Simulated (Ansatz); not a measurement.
# NaLaMgTeO6: the cost of one run

Program: Ansatz 0.2.0. Level of theory: DFT PBEsol, scalar-relativistic, plane waves, PAW. These are calculated values, not measurements.

4 further runs of the same task are left out: 1 that didn't finish, 3 set aside as unsound or not needed.

## Step 1: Starting point

It takes space group Cm (No. 8, monoclinic). Conventional cell: a = 9.722 Å, b = 5.614 Å, c = 5.638 Å, α = 90.00°, β = 125.35°, γ = 90.00°. La (site symmetry m) has 5 O at 2.41 to 2.53 Å as nearest neighbours. Mg (site symmetry m) is surrounded by 6 O at 2.08 to 2.12 Å. Na (site symmetry m) has 5 O at 2.43 to 2.60 Å as nearest neighbours. O (site symmetry 1) is surrounded by 1 Te at 1.95 Å and 1 Mg at 2.08 Å and 1 La at 2.53 Å and 1 Na at 2.55 Å. O (site symmetry 1) is surrounded by 1 Te at 1.95 Å and 1 Mg at 2.09 Å and 1 La at 2.53 Å and 1 Na at 2.60 Å. O (site symmetry m) has 1 Te at 1.94 Å and 1 Mg at 2.10 Å and 1 Na at 2.43 Å as nearest neighbours. O (site symmetry m) is surrounded by 1 Te at 1.96 Å and 1 Mg at 2.12 Å and 1 La at 2.41 Å. Around Te (site symmetry m) lie 6 O at 1.94 to 1.96 Å.

Structure file:

```cif
data_structure
_symmetry_space_group_name_H-M 'P 1'
_symmetry_Int_Tables_number 1
_cell_length_a 5.6135
_cell_length_b 5.6135
_cell_length_c 5.6377
_cell_angle_alpha 120.064
_cell_angle_beta 120.064
_cell_angle_gamma 60.011
_cell_volume 125.51
loop_
_atom_site_label
_atom_site_type_symbol
_atom_site_fract_x
_atom_site_fract_y
_atom_site_fract_z
_atom_site_occupancy
La1 La 0.74904 0.74904 0.26012 1
Mg1 Mg 0.00077 0.00077 0.00255 1
Na1 Na 0.24826 0.24826 0.74026 1
O1 O 0.30372 0.78370 0.30135 1
O2 O 0.21138 0.70465 0.69459 1
O3 O 0.70465 0.21138 0.69459 1
O4 O 0.78370 0.30372 0.30135 1
O5 O 0.26020 0.26020 0.18368 1
O6 O 0.73921 0.73921 0.82231 1
Te1 Te 0.49909 0.49909 0.49921 1
```

## Step 2: The first run (PBEsol, 4×4×4 mesh)

input.yaml

```yaml
crystal:
  lattice:
    - [4.8611691, -2.80719947, 0.0]
    - [4.8611691, 2.80719947, 0.0]
    - [-3.26141713, 0.0, 4.59853938]
  atoms:
    - { symbol: La, position: [0.749037, 0.749037, 0.260117] }
    - { symbol: Mg, position: [0.000767, 0.000767, 0.002554] }
    - { symbol: Na, position: [0.248255, 0.248255, 0.740258] }
    - { symbol: O, position: [0.303716, 0.783698, 0.301348] }
    - { symbol: O, position: [0.211384, 0.704647, 0.694588] }
    - { symbol: O, position: [0.704647, 0.211384, 0.694588] }
    - { symbol: O, position: [0.783698, 0.303716, 0.301348] }
    - { symbol: O, position: [0.260196, 0.260196, 0.183683] }
    - { symbol: O, position: [0.739205, 0.739205, 0.822311] }
    - { symbol: Te, position: [0.499094, 0.499094, 0.499205] }
basis:
  ecutwfc: 420
kpoints:
  mp_grid: { grid: [4, 4, 4] }
hamiltonian:
  xc: pbesol
scf:
  occupations: { method: gaussian, width: 0.1 }
output:
  forces: true
  stress: true
  eigenvalues: true
```

Command:

```sh
$ ansatz run input.yaml --threads 8 --pin off --max-ram 14336MiB --backend cpu --events-out ev --progress --plain --runs-dir out
```

What time and memory should one allow on 8 threads of Arm Neoverse V1, shared host?

About 3 s, with a peak of 0.62 GiB.
